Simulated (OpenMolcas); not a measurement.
# Nb⁴⁺ among point charges: CASSCF and CASPT2 levels and susceptibility

Aim: the splitting of the states of Nb⁴⁺ in the field of 5 point charges, its lowest levels with spin-orbit coupling and its magnetic susceptibility.

Program: OpenMolcas 26.06. Level of theory: state-averaged CASSCF and CASPT2, spin-orbit coupling by RASSI with atomic mean-field integrals. These are calculated values, not measurements, unless marked.

### 1 The atom as given

```
Species                           : Nb⁴⁺ (niobium, Z = 41, 37 electrons)
Basis                             : ANO-RCC-VDZP [6s5p3d1f], 43 functions
Scalar Hamiltonian                : DKH2, point nucleus
Inactive shells                   : 1s 2s 2p 3s 3p 3d 4s 4p
Active space                      : 1 electron in 5 orbitals (4d)
Some configurations of this space : 4d
Orbitals                          : optimised for each spin and parity, averaged over all roots
```

Outer shells as boxes (Hund's rule):

4d
```
4d [↑ ][  ][  ][  ][  ]
```

The ion sits among 5 point charges of -1.3 e arranged as a square pyramid (C4v), 1.85 Å from the ion, with the axial distance 1.887 Å.

The work runs as a chain of OpenMolcas steps in one folder; each step below is one input file. Labels, J, g values, rates, χT and fits are worked out afterwards by a script from the matrices that RASSI stores.

### 2 GATEWAY and SEWARD: basis and integrals

The input, a.inp:

```
&GATEWAY
Coord
1

Nb 0.0 0.0 0.0
Basis=ANO-RCC-VDZP
Group=NoSym
NoMove
AngMom=0.0 0.0 0.0
AMFI
XField
5 Angstrom 0
1.850000 0.000000 0.000000 -1.300000
0.000000 1.850000 0.000000 -1.300000
-1.850000 0.000000 0.000000 -1.300000
0.000000 -1.850000 0.000000 -1.300000
0.000000 0.000000 1.887000 -1.300000
&SEWARD
```

Started as:

```bash
OMP_NUM_THREADS=1 MOLCAS_MEM=1689 MOLCAS_PROJECT=a pymolcas a.inp > a.log
```

The program printed:

```text
Basis set label: NB.ANO-RCC...6S5P3D1F.

      Electronic valence basis set:
      ------------------
      Associated Effective Charge  41.000000 au
      Associated Actual Charge     41.000000 au
      Nuclear Model: Point charge

      Shell  nPrim  nBasis  Cartesian Spherical Contaminant
         s      21       6        X
         p      18       5        X
         d      13       3                 X
         f       6       1                 X
                  Relativistic Douglas-Kroll-Hess integrals:
                    - DKH order of Hamiltonian: 2
                    - DKH order of Properties : 0
                  Atomic mean-field integrals
```

### 3 CASSCF: doublets, 5 roots

The input, a.inp:

```
&RASSCF
FileOrb=start.orb
Symmetry=1
Spin=2
nActEl=1 0 0
Inactive=18
Ras2=5
CIRoot=5 5 1
SDav=5
CIMx=300
Iter=120 100
PrWF=0.3
OrbListing=Nothing
MaxOrb=0
>>> COPY $Project.JobIph JOB001
```

Started as:

```bash
OMP_NUM_THREADS=1 MOLCAS_MEM=1689 MOLCAS_PROJECT=a pymolcas a.inp > a.log
```

start.orb holds the contracted functions of the basis, ordered by shell, or the orbitals of the step before.

The program printed, cut to the lines that bear on the results:

```text
[...]
      Number of active orbitals                  5
[...]
      Spin quantum number                      0.5
[...]
      Active orbitals                            5
[...]
      Number of CSFs                             5
      Number of root(s) required                 5
[...]
      Convergence after 10 iterations
[...]
      Natural orbitals and occupation numbers for root  1
      sym 1:  -0.000000  -0.000000  -0.000000   1.000000   0.000000
      Natural orbitals and occupation numbers for root  2
      sym 1:  -0.000000   1.000000   0.000000   0.000000   0.000000
      Natural orbitals and occupation numbers for root  3
      sym 1:  -0.000000  -0.000000   1.000000  -0.000000   0.000000
::    RASSCF root number  1 Total energy:  -3821.31639351
::    RASSCF root number  2 Total energy:  -3821.31639351
::    RASSCF root number  3 Total energy:  -3821.31309755
::    RASSCF root number  4 Total energy:  -3821.28245420
::    RASSCF root number  5 Total energy:  -3821.22250816
```

### 4 RASSI: spin-orbit coupling between the states

The input, a.inp:

```
&RASSI
NrOfJobIphs=1 5
1 2 3 4 5
IphNames
JOB001
EJob
SpinOrbit
DIPRint=1.0
SOCoupling=1000.0
Subsets=2
Property=9
'ANGMOM' 1 'ANGMOM' 2 'ANGMOM' 3 'MLTPL  1' 1 'MLTPL  1' 2 'MLTPL  1' 3
'AMFI' 1 'AMFI' 2 'AMFI' 3
SOProperty=3
'ANGMOM' 1 'ANGMOM' 2 'ANGMOM' 3
```

Started as:

```bash
OMP_NUM_THREADS=1 MOLCAS_MEM=1689 MOLCAS_PROJECT=a pymolcas a.inp > a.log
```

The program printed, cut to the lines that bear on the results:

```text
SPIN-FREE ENERGIES:
  (Shifted by EMIN (a.u.) =      -3821.3163935139)
 SF State       Relative EMIN(au)   Rel lowest level(eV)    D:o, cm**(-1)      L_eff
     1             0.0000000000        0.0000000000              0.0000         1.9
     2             0.0000000000        0.0000000000              0.0000         1.9
     3             0.0032959627        0.0896877136            723.3802         1.9
     4             0.0339393103        0.9235356807           7448.8176         2.0
     5             0.0938853581        2.5547507415          20605.4544         2.0
     Dipole printing threshold changed to   1.00000000E+00
[...]
Eigenvalues of complex Hamiltonian:
   -----------------------------------
  (Shifted by EMIN (a.u.) =      -3821.3163935139)
 SO State       Relative EMIN(au)   Rel lowest level(eV)    D:o, cm**(-1)     J-value
     1            -0.0036522594        0.0000000000              0.0000         1.4
     2            -0.0036522594        0.0000000000              0.0000         1.4
     3             0.0013948630        0.1373391962           1107.7153         1.8
     4             0.0013948630        0.1373391962           1107.7153         1.8
     5             0.0053320594        0.2444757687           1971.8301         2.3
     6             0.0053320594        0.2444757687           1971.8301         2.3
     7             0.0339188813        1.0223628214           8245.9123         1.2
     8             0.0339188813        1.0223628214           8245.9123         1.2
     9             0.0941270867        2.6607115522          21460.0859         1.2
    10             0.0941270867        2.6607115522          21460.0859         1.2
Weights of the five most important spin-orbit-free states for each spin-orbit state.
[...]
```

These steps took 1.7 s in all on 1 thread of Arm Neoverse V2, shared host.

States without spin-orbit coupling:

```csv
state,degeneracy,E (cm-1),free-ion L (%)
doublet,2,0,D (100)
doublet,1,723,D (100)
doublet,1,7449,D (100)
doublet,1,20605,D (100)
```

With spin-orbit coupling:

```tsv
E (cm-1)	Degeneracy	2S+1	g
0.0	2	2	0.45 1.48 1.48
1108	2	2	0.11 0.11 3.98
1972	2	2	1.55 3.48 3.48
8246	2	2	1.55 2.17 2.17
21460	2	2	2.06 2.06 2.44
```

Principal g values are given for doublets only; a zero marks a field direction without first-order Zeeman splitting.

Powder χT (cm³ K/mol): 0.14 at 2 K, 0.14 at 5 K, 0.14 at 10 K, 0.14 at 20 K, 0.15 at 50 K, 0.15 at 100 K, 0.15 at 150 K, 0.16 at 200 K, 0.16 at 250 K, 0.17 at 300 K.

Orbitals of the lowest block (energies include the constant potential of the surroundings):

```csv
shell,space,energy (hartree),mean occupation,⟨r²⟩ (bohr²)
1s,inactive,-701.1559,2.000,0.00172
2s,inactive,-100.7433,2.000,0.0292
2p,inactive,-89.7590,6.000,0.0231
3s,inactive,-17.9113,2.000,0.222
3p,inactive,-14.2109,6.000,0.228
3d,inactive,-8.1401,10.000,0.224
4s,inactive,-2.5001,2.000,1.51
4p,inactive,-1.3841,6.000,1.80
4d,RAS2,,1.000,3.60
```

### 5 CASPT2: IPEA 0.25, imaginary shift 0.1 (closed shells correlated: 4s 4p)

The input, a.inp:

```
>>> COPY JOB001 $Project.JobIph
&CASPT2
Multistate=5 1 2 3 4 5
NoMult
Frozen=14
IPEA=0.25
Imaginary=0.1
MaxIter=60
WThr=0.0 0.3 0.05
PrWF=0.5
NoMix
```

The program printed:

```text
Orbital specifications:
      -----------------------

      Symmetry species                           1
                                                 a
      Frozen orbitals                           14
      Inactive orbitals                          4
      Active orbitals                            5
      Secondary orbitals                        20
      Deleted orbitals                           0
      Number of basis functions                 43
Type of calculation                        SS-CASPT2
      Fock operator                              state-specific
      IPEA shift                                 0.25
      Real shift                                 0.00
      Imaginary shift                            0.10
      The input orbitals will be transformed to quasi-canonical
Reference energy:       -3821.3163935139
      E2 (Non-variational):      -0.1508719097
      Shift correction:          -0.0000879482
      E2 (Variational):          -0.1509598579
      Total energy:           -3821.4673533719
      Residual norm:              0.0000004093
      Reference weight:           0.96582
      Contributions to the CASPT2 correlation energy
      Active & Virtual Only:          0.0000000000
      One Inactive Excited:          -0.0320818002
      Two Inactive Excited:          -0.1187901095
Reference energy:       -3821.3163935139
      E2 (Non-variational):      -0.1508719097
      Shift correction:          -0.0000879482
      E2 (Variational):          -0.1509598579
      Total energy:           -3821.4673533719
      Residual norm:              0.0000004093
      Reference weight:           0.96582
      Contributions to the CASPT2 correlation energy
      Active & Virtual Only:          0.0000000000
      One Inactive Excited:          -0.0320818002
      Two Inactive Excited:          -0.1187901095
::    CASPT2 Root  1     Total energy:  -3821.46735337
::    CASPT2 Root  2     Total energy:  -3821.46735337
::    CASPT2 Root  3     Total energy:  -3821.46516250
::    CASPT2 Root  4     Total energy:  -3821.43373129
::    CASPT2 Root  5     Total energy:  -3821.37374444
```

This run: 0.62 s of run time, 1 thread of Arm Neoverse V2, shared host.

SS-CASPT2: lowest energy less the reference's lowest, -0.1510 hartree; reference weights 0.965 to 0.966.

States without spin-orbit coupling:

```csv
state,degeneracy,E (cm-1),free-ion L (%)
doublet,2,0,D (100)
doublet,1,481,D (100)
doublet,1,7379,D (100)
doublet,1,20545,D (100)
```

With spin-orbit coupling:

| E (cm-1) | Degeneracy | 2S+1 | g |
| --- | --- | --- | --- |
| 0 | 2 | 2 | 0.55 1.51 1.51 |
| 1170 | 2 | 2 | 0.11 0.11 3.98 |
| 1850 | 2 | 2 | 1.45 3.51 3.51 |
| 8240 | 2 | 2 | 1.55 2.17 2.17 |
| 21460 | 2 | 2 | 2.06 2.06 2.44 |

Powder χT (cm³ K/mol): 0.15 at 2 K, 0.15 at 5 K, 0.15 at 10 K, 0.15 at 20 K, 0.15 at 50 K, 0.16 at 100 K, 0.16 at 150 K, 0.16 at 200 K, 0.17 at 250 K, 0.17 at 300 K.

### 6 The methods side by side

A. CASSCF
B. SS-CASPT2, IPEA 0.25, imaginary shift 0.1 (closed shells correlated: 4s 4p)

```csv
method,ground state,first state of that spin (cm-1),first gap with spin-orbit (cm-1),χT at 300 K
A,doublet,doublet 723.4,1107.7,0.17
B,doublet,doublet 480.8,1167.9,0.17
```

### 7 What came out

| quantity | value |
| --- | --- |
| method | SS-CASPT2, IPEA 0.25, imaginary shift 0.1 (closed shells correlated: 4s 4p) |
| spin-free ground state | doublet, 2-fold in its orbital part |
| first state of the same spin within the active space | doublet at 481 cm⁻¹ |
| lowest level | 2-fold, g = 0.55, 1.51, 1.51 |
| next level | 1167.9 cm⁻¹ |
| χT at 300 K | 0.17 cm³ K/mol |
| effective moment at 300 K | 1.17 μB |

Cost by method:

```csv
method,time of its own steps,time with the reference
A. CASSCF,1.7 s,1.7 s
"B. SS-CASPT2, IPEA 0.25, imaginary shift 0.1, +4s 4p",0.62 s,2.3 s
```

Times are of one thread on a shared host.

What this shows: The spin-free ground state (doublet) comes to 100 % from free-ion D terms and keeps the highest spin of the shell. χT at 300 K is 0.17, against 0.38 cm³ K/mol for the spin alone, so orbital moment lowers it. The field of point charges can differ much from that of real complexes. This is an electrostatic model: the charges have no orbitals.
